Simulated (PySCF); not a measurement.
Molecule: BSeH3, in a box.

```
B Se H
1.0
    12.00000    0.00000    0.00000
     0.00000   13.00000    0.00000
     0.00000    0.00000   10.00000
B Se H
1 1 3
Direct
  0.50464 0.44152 0.50495
  0.59947 0.55870 0.48256
  0.40518 0.45534 0.51478
  0.54716 0.36328 0.51023
  0.51432 0.64561 0.49405
```

The cell isn't the ideal one: atoms moved at random, drawn with an rms of 0.05 Å.

Base run:

| Item | Value |
| --- | --- |
| Program | PySCF 2.14.0 |
| Functional | LDA |
| Potentials or basis | pob-tzvp-rev2 (all-electron) |
| k mesh | 1 × 1 × 1 |
| Occupations | fixed |
| Spin | no spin polarisation |

Its results: gap between the frontier levels 4.66 eV.

After a change of settings the same cell gave: gap between the frontier levels 4.80 eV. Which change was it?
A. functional from LDA to M06-L
B. functional from LDA to B3LYP5; dispersion from none to D3(OP)
C. functional from LDA to RPBE; dispersion from none to D4

C.

Caveats: this is a molecule in a periodic box at the Γ point, so its band gap is the HOMO-LUMO gap; relativity is left out, which matters for the heavier elements; the basis of atomic orbitals isn't converged, which shifts pressures, moduli and gaps; this basis is made for solids and lacks diffuse functions, so gaps of a molecule come out too wide by an eV or more.
